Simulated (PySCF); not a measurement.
Molecule: AsH3, in a box.

```
As H
1.0
    12.00000    0.00000    0.00000
     0.00000   11.00000    0.00000
     0.00000    0.00000   11.00000
As H
1 3
Direct
  0.48869 0.54965 0.45869
  0.53583 0.56263 0.58645
  0.41767 0.44119 0.49570
  0.58450 0.46783 0.41973
```

Base run:

- Program: PySCF 2.14.0
- Functional: HSE03
- Potentials or basis: pob-tzvp-rev2 (all-electron)
- k mesh: 1 × 1 × 1
- Occupations: fixed
- Spin: no spin polarisation

Its results: gap between the frontier levels 8.07 eV.

Task: After a change of settings the same cell gave: gap between the frontier levels 9.18 eV. Which change was it?
A. functional from HSE03 to HLE16
B. functional from HSE03 to SOGGA11
C. functional from HSE03 to r2SCAN0; dispersion from none to D4
D. functional from HSE03 to PBE

Result: C.

Caveats: this is a molecule in a periodic box at the Γ point, so its band gap is the HOMO-LUMO gap; relativity is left out, which matters for the heavier elements; the basis of atomic orbitals isn't converged, which shifts pressures, moduli and gaps; this program's HSE differs a little from the usual definition (some runs).
